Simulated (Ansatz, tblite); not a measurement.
**The cluster Ti₂H₂O₅: rung by rung**

How do method and basis change the picture of the cluster Ti₂H₂O₅ (singlet)?

The runs use Ansatz 0.2.0, Gaussian basis; as each input shows.

Levels to be run: GFN1-xTB, GFN2-xTB, PBE-D4/def2-TZVP, r2SCAN-D4/def2-TZVP, r2SCANh-D4/def2-TZVP, B97M-V/def2-TZVP, HF/def2-TZVP, PBE-D4/def2-SVP, PBE0-D4/def2-SVP, HF/STO-3G, PBE0-D4/def2-TZVPD, PBE-D4/def2-TZVPD, r2SCANh-D4/def2-TZVPD, CCSD(T)/def2-SVP, MP2/def2-TZVP, RPA/def2-TZVP.

2 further runs of the same task are left out: 2 set aside as unsound or not needed. Runs told in other sessions of the task aren't counted.

## (1) The structure

The geometry is that of the singlet, from an earlier relaxation (PBE-D4/def2-SVP). At that level it is the lowest of the isomers that a small search found.

9 atoms, charge 0, spin multiplicity 1.

Bond lengths: Ti1–O3 1.739 Å, Ti1–O4 1.812 Å, Ti1–O6 1.853 Å, Ti1–O7 2.022 Å, Ti2–O3 2.027 Å, Ti2–O5 1.812 Å, Ti2–O6 1.848 Å, Ti2–O7 1.741 Å, O4–H9 0.971 Å, O5–H8 0.971 Å. Angles: O3–Ti1–O4 125.2°, O3–Ti1–O6 87.6°, O3–Ti1–O7 82.3°, O4–Ti1–O6 127.3°, O4–Ti1–O7 137.5°, O6–Ti1–O7 79.7°, O3–Ti2–O5 137.9°, O3–Ti2–O6 79.7°, O3–Ti2–O7 82.2°, O5–Ti2–O6 127.0°, O5–Ti2–O7 125.1°, O6–Ti2–O7 87.6°, Ti1–O3–Ti2 79.3°, Ti1–O4–H9 143.1°, Ti2–O5–H8 143.2°, Ti1–O6–Ti2 81.4°, Ti1–O7–Ti2 79.4°.

As a file:

```mol
H2O5Ti2
  3D, bonds by distance, orders not assigned

  9 10  0  0  0  0  0  0  0  0999 V2000
   -0.4390    1.0205    0.4691 Ti  0  0
    0.4454   -1.0224   -0.4620 Ti  0  0
    0.9748    0.9326   -0.5404 O   0  0
   -1.0593    2.5236    1.2689 O   0  0
    1.0785   -2.6120   -1.0578 O   0  0
    0.1510   -0.5296    1.2950 O   0  0
   -1.1236   -0.3659   -0.8338 O   0  0
    0.8343   -3.4095   -1.5548 H   0  0
   -0.8621    3.4628    1.4158 H   0  0
  1  3  8  0
  1  4  8  0
  1  6  8  0
  1  7  8  0
  2  3  8  0
  2  5  8  0
  2  6  8  0
  2  7  8  0
  4  9  8  0
  5  8  8  0
M  END
```

No spin-orbit coupling is included.

PBE0-D4/def2-TZVP was run before; its log isn't repeated, and its numbers join the tables.

## (2) GFN1-xTB

Tight binding, by tblite at 300 K electronic temperature and without a spin-polarisation term:

```python
tblite.interface.Calculator('GFN1-xTB', numbers, positions, charge=0, uhf=0).singlepoint()
```

Energy -740.7937 eV, HOMO -13.01 eV, LUMO -10.29 eV; 0.006 s.

## (3) GFN2-xTB

Tight binding, by tblite at 300 K electronic temperature and without a spin-polarisation term:

```python
tblite.interface.Calculator('GFN2-xTB', numbers, positions, charge=0, uhf=0).singlepoint()
```

Energy -671.9222 eV, HOMO -11.07 eV, LUMO -8.31 eV; 0.005 s.

## (4) PBE-D4/def2-TZVP

start.molden holds the orbitals of an earlier run on this state, given as this run's starting guess.

in.yaml reads:

```yaml
crystal:
  periodic: [false, false, false]
  atoms:
    - {symbol: Ti, position_ang: [-0.439049, 1.020517, 0.469116]}
    - {symbol: Ti, position_ang: [0.445438, -1.022388, -0.462017]}
    - {symbol: O, position_ang: [0.974797, 0.932570, -0.540376]}
    - {symbol: O, position_ang: [-1.059337, 2.523575, 1.268854]}
    - {symbol: O, position_ang: [1.078509, -2.612035, -1.057794]}
    - {symbol: O, position_ang: [0.150999, -0.529613, 1.295044]}
    - {symbol: O, position_ang: [-1.123609, -0.365933, -0.833824]}
    - {symbol: H, position_ang: [0.834323, -3.409452, -1.554840]}
    - {symbol: H, position_ang: [-0.862081, 3.462758, 1.415838]}
basis:
  gaussian: {orbitals: def2-TZVP, initial_orbitals: start.molden}
hamiltonian: {xc: pbe, dispersion: d4}
scf: {omitted_lower_state_checks: [starts]}
output: {orbitals: {seedname: orbitals}}
```

Command:

```console
$ ansatz run in.yaml --threads 4 --pin off --events-out ev --progress --plain --max-ram 4787MiB
```

The runs that follow: r2SCAN-D4/def2-TZVP; r2SCANh-D4/def2-TZVP; B97M-V/def2-TZVP; HF/def2-TZVP; PBE-D4/def2-SVP; PBE0-D4/def2-SVP; HF/STO-3G; PBE0-D4/def2-TZVPD; PBE-D4/def2-TZVPD; r2SCANh-D4/def2-TZVPD; CCSD(T)/def2-SVP; MP2/def2-TZVP; RPA/def2-TZVP.

**Question.** What will the summary of the whole plan be? Wanted: gap in def2-TZVP, named functionals and Hartree-Fock, smallest and largest; correlation energy, CCSD(T)/def2-SVP; correlation energy, MP2/def2-TZVP; binding an atom, CCSD(T)/def2-SVP; PBE0 total energy, smallest basis above largest.

**Answer**, as computed:

```
                                                                  quantity                            value
gap in def2-TZVP, named functionals and Hartree-Fock, smallest and largest  3.06 eV (PBE-D4), 12.59 eV (HF)
                                      correlation energy, CCSD(T)/def2-SVP                        -45.06 eV
                                         correlation energy, MP2/def2-TZVP                        -54.76 eV
                                         binding an atom, CCSD(T)/def2-SVP                         4.540 eV
                           PBE0 total energy, smallest basis above largest  18.80 eV (def2-SVP, def2-TZVPD)
```

**Reading.** Orbital gaps of the named functionals and Hartree-Fock in def2-TZVP span 3.06 eV (PBE-D4) to 12.59 eV (HF); exact exchange widens it. A small miss in a minimal or small basis is a cancelling of errors, not accuracy. The functionals in def2-TZVP miss CCSD(T)/def2-SVP by +0.252 (PBE0-D4) to +0.372 eV (B97M-V) an atom. The yardstick is in a double-zeta basis, so levels in larger sets aren't compared like for like. The reference is CCSD(T) in one finite basis, so it carries an error of its own, often a tenth of an eV or more, and near misses can't be ranked.
